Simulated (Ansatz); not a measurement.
# AlFH3NS2: the cost of one run

The runs use Ansatz 0.2.0, Gaussian basis; the settings change from run to run.

### 1 The relaxed structure

An earlier PBE0-D4 in a triple-zeta def2 set relaxation fixed the geometry.

8 atoms, charge 0, spin multiplicity 1.

Atoms are counted from 1 here; the program's logs count them from 0.

Bond lengths: N1–Al2 1.758 Å, N1–H6 1.006 Å, N1–H7 1.006 Å, Al2–F3 1.650 Å, Al2–S4 2.208 Å, Al2–S5 2.468 Å, S4–S5 2.102 Å, S5–H8 1.350 Å. Angles: Al2–N1–H6 124.7°, Al2–N1–H7 124.3°, H6–N1–H7 111.0°, N1–Al2–F3 118.5°, N1–Al2–S4 120.1°, N1–Al2–S5 118.9°, F3–Al2–S4 120.0°, F3–Al2–S5 106.1°, S4–Al2–S5 53.1°, Al2–S4–S5 69.8°, Al2–S5–S4 57.1°, Al2–S5–H8 97.6°, S4–S5–H8 99.8°.

As a file:

```mol
AlFH3NS2
  3D, bonds by distance, orders not assigned

  8  8  0  0  0  0  0  0  0  0999 V2000
    0.8803    1.2088    0.1315 N   0  0
    0.4664   -0.4852    0.3549 Al  0  0
    0.8408   -1.2051    1.7912 F   0  0
   -0.1255   -1.7196   -1.3780 S   0  0
   -1.8121   -1.2415   -0.2188 S   0  0
    0.8710    1.6886   -0.7522 H   0  0
    1.1893    1.8191    0.8693 H   0  0
   -2.2180   -0.1220   -0.8538 H   0  0
  1  2  8  0
  1  6  8  0
  1  7  8  0
  2  3  8  0
  2  4  8  0
  2  5  8  0
  4  5  8  0
  5  8  8  0
M  END
```

### 2 PBE0/aug-pcseg-2

This run has high accuracy, the search for lower states set to light.

Input file in.yaml:

```yaml
crystal:
  periodic: [false, false, false]
  atoms:
    - {symbol: N, position_ang: [0.880258, 1.208773, 0.131464]}
    - {symbol: Al, position_ang: [0.466375, -0.485231, 0.354883]}
    - {symbol: F, position_ang: [0.840788, -1.205149, 1.791188]}
    - {symbol: S, position_ang: [-0.125497, -1.719616, -1.377963]}
    - {symbol: S, position_ang: [-1.812064, -1.241470, -0.218770]}
    - {symbol: H, position_ang: [0.870958, 1.688578, -0.752169]}
    - {symbol: H, position_ang: [1.189328, 1.819070, 0.869326]}
    - {symbol: H, position_ang: [-2.218047, -0.121954, -0.853761]}
basis:
  gaussian: {orbitals: aug-pcseg-2}
hamiltonian: {xc: {name: PBE0}}
accuracy: high
scf: {lower_state_search: light}
```

Run with:

```sh
$ ansatz run in.yaml --threads 4 --pin off --events-out ev --progress --plain --max-ram 10444MiB
```

What time and memory should one allow on 4 threads of Intel Xeon at 2.80GHz, shared host?

About 20 s, with a peak of 3.2 GiB.
